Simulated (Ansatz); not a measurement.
# ClH4N2NbS: one species, many methods

An exercise on one series of results from a longer session: the logs are not shown, and one member is left open.

Method: functionals in def2-TZVPP, the program's frozen cores in correlated methods; program: Ansatz 0.2.0, Gaussian basis.

Levels to be run: LDA (SPW92), PBE-D4, revPBE-D4, BLYP-D4, r2SCAN-D4, B97M-V, PBE0-D4, B3LYP-D4, r2SCANh-D4, r2SCAN0-D4, HSE06-D4, BHLYP-D4, CAM-B3LYP-D4, LC-ωPBE, ωB97X-V, ωB97M-V, B2PLYP, PBE-QIDH; CCSD(T)/def2-SVP; CCSD(T)/def2-TZVPP; MP2/def2-QZVPP; extrapolation to the limit; RPA on PBE.

## Structure used throughout

An earlier PBE0-D4 in a triple-zeta def2 set relaxation fixed the geometry. Nb takes the def2 core potential; no spin-orbit term is included.

SMILES `[NH2][Nb]([NH2])(=[S])[Cl]`, 9 atoms, charge 0, spin multiplicity 1.

Atoms are counted from 1 here; the program's logs count them from 0.

Bond lengths: N1–Nb2 1.951 Å, N1–H6 1.012 Å, N1–H7 1.010 Å, Nb2–N3 1.951 Å, Nb2–S4 2.136 Å, Nb2–Cl5 2.311 Å, N3–H8 1.012 Å, N3–H9 1.010 Å. Angles: Nb2–N1–H6 124.1°, Nb2–N1–H7 125.4°, H6–N1–H7 110.4°, N1–Nb2–N3 111.3°, N1–Nb2–S4 107.9°, N1–Nb2–Cl5 108.6°, N3–Nb2–S4 107.9°, N3–Nb2–Cl5 108.6°, S4–Nb2–Cl5 112.5°, Nb2–N3–H8 124.1°, Nb2–N3–H9 125.4°, H8–N3–H9 110.4°.

The first run:

Input file in.yaml:

```yaml
crystal:
  periodic: [false, false, false]
  atoms:
    - {symbol: N, position_ang: [-1.283313, 0.853776, -0.653800]}
    - {symbol: Nb, position_ang: [0.433227, -0.049422, -0.441078]}
    - {symbol: N, position_ang: [0.609234, -0.826064, 1.340297]}
    - {symbol: S, position_ang: [0.520902, -1.640010, -1.864187]}
    - {symbol: Cl, position_ang: [2.121740, 1.499506, -0.738610]}
    - {symbol: H, position_ang: [-1.628914, 1.570215, -0.028810]}
    - {symbol: H, position_ang: [-1.965914, 0.651378, -1.369734]}
    - {symbol: H, position_ang: [0.487132, -0.307103, 2.200015]}
    - {symbol: H, position_ang: [0.794306, -1.798575, 1.538907]}
basis:
  gaussian: {orbitals: def2-TZVPP}
hamiltonian: {xc: lda}
output: {orbitals: {seedname: orbitals}}
```

Started as:

```bash
$ ansatz run in.yaml --threads 4 --pin off --events-out ev --progress --plain --max-ram 10444MiB
```

Among the steps run: LDA; PBE-D4 (GGA); revPBE-D4 (GGA); BLYP-D4 (GGA); r2SCAN-D4 (meta-GGA); B97M-V (meta-GGA); B3LYP-D4 (hybrid); r2SCANh-D4 (hybrid); r2SCAN0-D4 (hybrid); HSE06-D4 (hybrid); BHLYP-D4 (hybrid); CAM-B3LYP-D4 (range-separated); LC-ωPBE (range-separated); ωB97X-V (range-separated); ωB97M-V (range-separated); B2PLYP (double hybrid); PBE-QIDH (double hybrid).

One table of the session follows, with a row left open; its other results are not shown here.

It belongs to the step «Frontier levels by functional». 

| functional | HOMO (eV) | LUMO (eV) | gap (eV) |
| --- | --- | --- | --- |
| LDA (SPW92) | -6.63 | -2.86 | 3.77 |
| PBE-D4 | -6.46 | -2.69 | 3.77 |
| revPBE-D4 | -6.39 | -2.63 | 3.76 |
| BLYP-D4 | -6.29 | -2.55 | 3.74 |
| r2SCAN-D4 | -6.75 | -2.62 | 4.13 |
| B97M-V | -6.79 | -2.54 | 4.25 |
| PBE0-D4 | -7.65 | -1.95 | 5.70 |
| B3LYP-D4 | -7.40 | -2.12 | 5.27 |
| r2SCANh-D4 | -7.19 | -2.33 | 4.86 |
| r2SCAN0-D4 | -7.84 | -1.89 | 5.94 |
| HSE06-D4 | -7.26 | -2.32 | 4.93 |
| BHLYP-D4 | -8.64 | -1.01 | 7.63 |
| CAM-B3LYP-D4 | -8.89 | -0.86 | 8.03 |
| LC-ωPBE | ? | ? | ? |
| ωB97X-V | -9.90 | 0.13 | 10.04 |
| ωB97M-V | -9.75 | 0.11 | 9.87 |

Estimate the missing values for LC-ωPBE.

**Answer.** HOMO (eV): -10.24; LUMO (eV): 0.17; gap (eV): 10.42. In the column «HOMO (eV)» it is the lowest.
